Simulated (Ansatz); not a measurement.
# BH₄NOSe: a ladder of functionals and wavefunction methods

How much do the methods differ for BH₄NOSe? The plan is to run it at one geometry with functionals of several rungs and with coupled cluster. The yardstick is the atomisation energy at the CCSD(T) limit.

The runs use Ansatz 0.2.0, Gaussian basis; functionals in def2-TZVPP, the program's frozen cores in correlated methods.

Plan: LDA (SPW92), PBE-D4, revPBE-D4, BLYP-D4, r2SCAN-D4, B97M-V, PBE0-D4, B3LYP-D4, r2SCANh-D4, r2SCAN0-D4, HSE06-D4, BHLYP-D4, CAM-B3LYP-D4, LC-ωPBE, ωB97X-V, ωB97M-V, B2PLYP, PBE-QIDH; CCSD(T)/def2-SVP; CCSD(T)/def2-TZVPP; MP2/def2-QZVPP; extrapolation to the limit; RPA on PBE.

### Step 1. The relaxed structure

An earlier PBE0-D4 in a triple-zeta def2 set relaxation fixed the geometry.

8 atoms, charge 0, spin multiplicity 1.

Atoms are counted from 1 here; the program's logs count them from 0.

Bond lengths: N1–B2 1.404 Å, N1–H5 1.006 Å, N1–H6 1.003 Å, B2–O3 1.366 Å, B2–Se4 1.975 Å, O3–H7 0.959 Å, Se4–H8 1.467 Å. Angles: B2–N1–H5 123.3°, B2–N1–H6 123.1°, H5–N1–H6 113.6°, N1–B2–O3 124.1°, N1–B2–Se4 122.4°, O3–B2–Se4 113.5°, B2–O3–H7 114.5°, B2–Se4–H8 95.3°.

### Step 2. LDA

This LDA is Slater exchange with PW92 correlation.

Input file in.yaml:

```yaml
crystal:
  periodic: [false, false, false]
  atoms:
    - {symbol: N, position_ang: [-0.409509, 0.897716, 0.044725]}
    - {symbol: B, position_ang: [0.358981, -0.275079, -0.032935]}
    - {symbol: O, position_ang: [1.723570, -0.293516, -0.099006]}
    - {symbol: Se, position_ang: [-0.454654, -2.074353, -0.056574]}
    - {symbol: H, position_ang: [-0.009537, 1.820335, 0.057322]}
    - {symbol: H, position_ang: [-1.411241, 0.893308, 0.092859]}
    - {symbol: H, position_ang: [2.134850, 0.573193, -0.088257]}
    - {symbol: H, position_ang: [-1.840260, -1.598605, 0.026066]}
basis:
  gaussian: {orbitals: def2-TZVPP}
hamiltonian: {xc: lda}
output: {orbitals: {seedname: orbitals}}
```

Launch:

```
> ansatz run in.yaml --threads 2 --pin off --events-out ev --progress --plain --max-ram 4352MiB
```

After this run come: PBE-D4 (GGA); revPBE-D4 (GGA); BLYP-D4 (GGA); r2SCAN-D4 (meta-GGA); B97M-V (meta-GGA); PBE0-D4 (hybrid); B3LYP-D4 (hybrid); r2SCANh-D4 (hybrid); r2SCAN0-D4 (hybrid); HSE06-D4 (hybrid); BHLYP-D4 (hybrid); CAM-B3LYP-D4 (range-separated); LC-ωPBE (range-separated); ωB97X-V (range-separated); ωB97M-V (range-separated); B2PLYP (double hybrid); PBE-QIDH (double hybrid); CCSD(T) in def2-SVP; CCSD(T) in def2-TZVPP; MP2 in def2-QZVPP; RPA on PBE orbitals.

**Question.** What will the summary of the whole plan be? Wanted: atomisation energy, CCSD(T)/CBS; farthest beyond LDA; mean size of error, GGA; mean size of error, meta-GGA; mean size of error, hybrid; mean size of error, range-separated; mean size of error, double hybrid; gap, smallest and largest; T1 diagnostic.

The runs gave:

```
                               quantity                                                                                                                    value
        atomisation energy, CCSD(T)/CBS                                                                                                           708.2 kcal/mol
functionals within 7.1 kcal/mol (1.0 %)  revPBE-D4, BLYP-D4, r2SCAN-D4, B97M-V, PBE0-D4, B3LYP-D4, r2SCANh-D4, HSE06-D4, CAM-B3LYP-D4, LC-ωPBE, ωB97X-V, ωB97M-V
                    farthest beyond LDA                                                                                                BHLYP-D4 (-25.2 kcal/mol)
                mean size of error, GGA                                                                                                             8.2 kcal/mol
           mean size of error, meta-GGA                                                                                                             0.9 kcal/mol
             mean size of error, hybrid                                                                                                             7.3 kcal/mol
    mean size of error, range-separated                                                                                                             2.8 kcal/mol
      mean size of error, double hybrid                                                                                                             7.6 kcal/mol
              gap, smallest and largest                                                                                    4.66 eV (BLYP-D4), 11.60 eV (LC-ωPBE)
                          T1 diagnostic                                                                                                                   0.0104
triples share of the correlation energy                                                                                                                    3.6 %
```

What this shows: LDA overbinds by 113.9 kcal/mol (16 %). PBE-D4 is off by +17.1 kcal/mol. Double hybrids carry the basis error of their MP2 part in triple zeta, and no dispersion term here, so their miss is partly the set-up's. The rungs meta-GGA, range-separated miss on average by less than the doubt on the reference (7.1 kcal/mol), so they tie. The reference freezes the cores and leaves out relativity and excitations past (T), and its outer-core shells are covered unevenly, so misses under about 7.1 kcal/mol can't be ranked. All levels share the lack of spin-orbit coupling, which lowers the free heavy atoms and so the true binding. Hartree-Fock recovers 70 % of the binding; the rest is correlation. CCSD(T) in def2-SVP is off by -46.8 kcal/mol, which most functionals beat. Orbital gaps span 4.7 to 11.6 eV; exact exchange widens them. Correlated methods include outer-core shells of Se, which these sets cover unevenly.
